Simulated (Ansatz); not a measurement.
# BiRh: the cost of one run

Method: DFT LDA, scalar-relativistic, plane waves, PAW, in Ansatz 0.2.0.

**1. The structure to begin with**

It takes space group P6_3/mmc (No. 194, hexagonal). Conventional cell: a = 4.094 Å, b = 4.094 Å, c = 5.663 Å, α = 90.00°, β = 90.00°, γ = 120.00°. Bi (site symmetry -6m2) is surrounded by 6 Rh at 2.76 Å. Rh (site symmetry -3m) is surrounded by 6 Bi at 2.76 Å and 2 Rh at 2.83 Å.

Coordinates:

```
Bi Rh
1.0
     4.09400    0.00000    0.00000
    -2.04700    3.54551    0.00000
     0.00000    0.00000    5.66300
Bi Rh
2 2
Cartesian
  0.0000 2.3637 1.4158
  2.0470 1.1818 4.2473
  0.0000 0.0000 0.0000
  0.0000 0.0000 2.8315
```

Source of the structure: the Crystallography Open Database.

(A quick probe on a coarse mesh, which set the mesh and smearing, is not shown.)

**3. Relaxing cell and atoms**

The input, input.yaml:

```yaml
crystal:
  lattice:
    - [4.094, 0.0, 0.0]
    - [-2.047, 3.5455080031, 0.0]
    - [0.0, 0.0, 5.663]
  atoms:
    - { symbol: Bi, position: [0.3333333333, 0.6666666667, 0.25] }
    - { symbol: Bi, position: [0.6666666667, 0.3333333333, 0.75] }
    - { symbol: Rh, position: [0.0, 0.0, 0.0] }
    - { symbol: Rh, position: [0.0, 0.0, 0.5] }
basis:
  ecutwfc: 420
kpoints:
  mp_grid: { grid: [12, 12, 8] }
hamiltonian:
  xc: lda
scf:
  occupations: { method: gaussian, width: 0.1 }
output:
  forces: true
  stress: true
  eigenvalues: true
  write_density: true
  write_potential: true
  elf: true
  volumetric_format: npy
relax:
  adjacent_minimum: "off"
  f_tol: 0.005
  max_steps: 80
  cell: { stress_tol: 0.05 }
```

The run is started by

```console
> ansatz run input.yaml --threads 2 --pin off --max-ram 5120MiB --backend cpu --events-out ev --progress --plain --runs-dir out
```

**Question.** How long does this run take on 2 threads of Intel Xeon at 2.50GHz (Skylake/Cascade Lake), shared host, and how much memory does it need?

About 80 s, with a peak of 0.56 GiB.
